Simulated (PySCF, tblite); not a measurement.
# C8H14N2: geometry, infrared bands and NMR shifts

What infrared bands and NMR shifts should C8H14N2 (`C=C[C@@H]1CN(C)N=C1CC`) show?

The runs use tblite 0.8.0 and PySCF 2.14.0, with density-fitted response routines of our own; the level of theory stands in each step. All values are computed, except where a source is named. Atoms count from 0, in the outputs and in this text.

**1. The molecule as given**

24 atoms, charge 0, multiplicity 1; geometry from: force field or distance geometry start.

Bonds of the start (Å): C0–C1 1.32, C1–C2 1.52, C2–C3 1.51, C3–N4 1.46, N4–C5 1.43, N4–N6 1.36, N6–C7 1.30, C7–C8 1.50, C8–C9 1.52, C7–C2 1.51, C0–H10 1.09, C0–H11 1.08, C1–H12 1.08, C2–H13 1.10, C3–H14 1.09, C3–H15 1.11, C5–H16 1.10, C5–H17 1.09, C5–H18 1.09, C8–H19 1.09, C8–H20 1.10, C9–H21 1.09, C9–H22 1.11, C9–H23 1.10.

**2. Geometry optimisation with GFN2-xTB**

What the job is given:

```
{"job": {"kind": "relax", "xc": "GFN2-xTB", "basis": "xTB"}, "charge": 0, "multiplicity": 1}
C     -0.458100     2.169700    -2.235600
C      0.113900     1.097800    -1.709300
C      0.174500     0.796200    -0.220100
C      1.572100     0.528200     0.287000
N      1.594600    -0.925700     0.464500
C      2.715700    -1.627800     1.017900
N      0.359200    -1.487700     0.420000
C     -0.454600    -0.547500     0.055500
C     -1.935600    -0.783200    -0.065500
C     -2.660900    -0.271100     1.173900
H     -0.957700     2.923600    -1.625000
H     -0.472800     2.321300    -3.308800
H      0.586400     0.366900    -2.349300
H     -0.322400     1.579000     0.363200
H      2.370400     0.840800    -0.380100
H      1.724600     0.976500     1.292500
H      2.783900    -1.397700     2.091300
H      3.632800    -1.307200     0.515900
H      2.590400    -2.699900     0.881300
H     -2.120700    -1.851200    -0.180900
H     -2.321400    -0.267300    -0.955700
H     -2.276900    -0.754000     2.075000
H     -2.512700     0.817200     1.302700
H     -3.736700    -0.477200     1.097200
```

Launch:

```sh
> OMP_NUM_THREADS=1 python probes_run.py task.json out
```

The driver reads the jobs from task.json and runs them one after another.

**Question.** This job is followed by: GFN2-xTB harmonic vibrations, gas phase; GIAO PBE0/pcSseg-1 NMR shielding, non-relativistic, gas phase. Predict these results of the whole session: strongest single infrared mode (GFN2-xTB); zero-point energy (GFN2-xTB); ¹³C shifts against TMS (PBE0/pcSseg-1); ¹H shifts against TMS (PBE0/pcSseg-1, means over atoms taken as alike); ¹⁵N shifts against NH3 (PBE0/pcSseg-1); surface potential, 1st and 99th percentile.

The runs gave:

| quantity | value |
| --- | --- |
| strongest single infrared mode (GFN2-xTB) | 2874 cm⁻¹, 143 km/mol |
| zero-point energy (GFN2-xTB) | 129.2 kcal/mol |
| ¹³C shifts against TMS (PBE0/pcSseg-1) | 150.9, 147.9, 120.7, 63.0, 57.2, 42.7, 24.1, 15.4 ppm |
| ¹H shifts against TMS (PBE0/pcSseg-1, means over atoms taken as alike) | 5.96, 5.30, 5.28, 3.73, 3.48, 2.93, 2.86, 2.37, 2.29, 1.06 ppm |
| ¹⁵N shifts against NH3 (PBE0/pcSseg-1) | 384.6, 138.9 ppm |
| surface potential, 1st and 99th percentile | -1.64 V and 0.79 V |

Relaxing lowered the energy by 0.208 eV in 89 steps; the close pair that moved most is C2–C3, from 1.511 to 1.538 Å. No mode is imaginary among the 66: a minimum at this level. Unscaled tight-binding wavenumbers are off by several per cent, some by more. Its intensities can rank the bands wrongly. H12 (hydrogen on an alkene CH) lies farthest downfield among hydrogen, at 5.96 ppm; attached to an sp2 carbon and in the plane of the double bond. At PBE0/pcSseg-1: The largest span, 491 ppm, is at N6, where the paramagnetic term is -444 ppm.
